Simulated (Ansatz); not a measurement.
**Ag: response to strain**

Aim: deform Ag (equal xy, yz and zx engineering shear strains of -3 %) and compute stress, forces and field gradients with LAPW, PAW and all-electron datasets made for the crystal.

Computed with Ansatz 0.2.0 (DFT LDA, scalar-relativistic, unless a step's input says otherwise).

## 1. The starting structure

It takes space group P6_3/mmc (No. 194, hexagonal). Conventional cell: a = 2.886 Å, b = 2.886 Å, c = 10.000 Å, α = 90.00°, β = 90.00°, γ = 120.00°. Ag (site symmetry -6m2) is surrounded by 12 Ag at 2.89 to 3.00 Å. Around Ag (site symmetry -3m) lie 12 Ag at 2.89 to 3.00 Å.

As a file:

```cif
data_structure
_symmetry_space_group_name_H-M 'P6_3/mmc'
_symmetry_Int_Tables_number 194
_cell_length_a 2.8862
_cell_length_b 2.8862
_cell_length_c 10.0000
_cell_angle_alpha 90.000
_cell_angle_beta 90.000
_cell_angle_gamma 120.000
_cell_volume 72.14
loop_
_atom_site_label
_atom_site_type_symbol
_atom_site_symmetry_multiplicity
_atom_site_Wyckoff_symbol
_atom_site_fract_x
_atom_site_fract_y
_atom_site_fract_z
_atom_site_occupancy
Ag1 Ag 2 c 0.33333 0.66667 0.25000 1
Ag2 Ag 2 a 0.00000 0.00000 0.00000 1
```

The file gives the conventional cell by its symmetry; the runs use the cell typed in the input.

Atoms are numbered in the order of the input: Ag1, Ag2, Ag3, Ag4.

## 2. After the deformation

Space group P6_3/mmc before, P-1 after.

## 3. All-electron LAPW

The input, input.yaml:

```yaml
crystal:
  lattice:
    - [2.8861989086, -0.0432929836, -0.0432929836]
    - [-1.4805922779, 2.5211680671, -0.0158463318]
    - [-0.15, -0.15, 10.0]
  atoms:
    - { symbol: Ag, position: [0.3333333333, 0.6666666667, 0.25] }
    - { symbol: Ag, position: [0.6666666667, 0.3333333333, 0.75] }
    - { symbol: Ag, position: [0.0, 0.0, 0.0] }
    - { symbol: Ag, position: [0.0, 0.0, 0.5] }
kpoints:
  mp_grid: { grid: [14, 14, 4] }
  band_path:
    path:
      - [0.0, 0.0, 0.0]
      - [0.0, 0.0, 0.5]
      - [-0.5, 0.5, 0.0]
      - [0.0, 0.0, 0.0]
      - [0.0, -0.5, 0.0]
      - [-0.5, 0.0, 0.5]
      - [0.0, 0.0, 0.0]
      - [-0.5, 0.0, 0.0]
      - [0.0, -0.5, 0.5]
    npoints: 5
scf:
  occupations: { method: fermi_dirac, width: 0.08 }
hamiltonian:
  xc: lda
  pseudopotentials: { kind: all_electron, lapw: { basis_error: 0.0005 } }
output:
  forces: true
  stress: true
  eigenvalues: true
```

Command:

```sh
ansatz run input.yaml --threads 1 --pin off --max-ram 6144MiB --backend cpu --events-out ev --progress --plain --runs-dir out
```

## 4. Frozen-core PAW

The input, input.yaml:

```yaml
crystal:
  lattice:
    - [2.8861989086, -0.0432929836, -0.0432929836]
    - [-1.4805922779, 2.5211680671, -0.0158463318]
    - [-0.15, -0.15, 10.0]
  atoms:
    - { symbol: Ag, position: [0.3333333333, 0.6666666667, 0.25] }
    - { symbol: Ag, position: [0.6666666667, 0.3333333333, 0.75] }
    - { symbol: Ag, position: [0.0, 0.0, 0.0] }
    - { symbol: Ag, position: [0.0, 0.0, 0.5] }
kpoints:
  mp_grid: { grid: [14, 14, 4] }
scf:
  occupations: { method: fermi_dirac, width: 0.08 }
hamiltonian:
  xc: lda
  pseudopotentials: { kind: paw }
output:
  forces: true
  stress: true
  eigenvalues: true
  efg: { contact_densities: true }
```

## 5. Datasets made for this crystal

input.yaml, as its differences from that of step 4:

```diff
@@ -16,3 +16,3 @@
   xc: lda
-  pseudopotentials: { kind: paw }
+  pseudopotentials: { kind: all_electron, datasets: crystal }
 output:
```

(Steps that only read results are left out.)

Before running it: what results should come out? Wanted: pressure; largest shear or deviatoric stress.

**Answer**, as computed:

| quantity | value |
| --- | --- |
| pressure | LAPW -11.11, PAW -11.10, crystal datasets -11.11 GPa |
| largest shear or deviatoric stress (LAPW) | 2.46 GPa |

What this shows: The largest part of the stress beyond the pressure is 2.46 GPa in size, in the zz component; the atoms are carried along and not relaxed. No run of the undeformed cell stands beside it, so the pressure holds what the given cell had before the change. PAW: stress within 0.01 GPa of LAPW. Crystal datasets: stress within 0.01 GPa of LAPW.
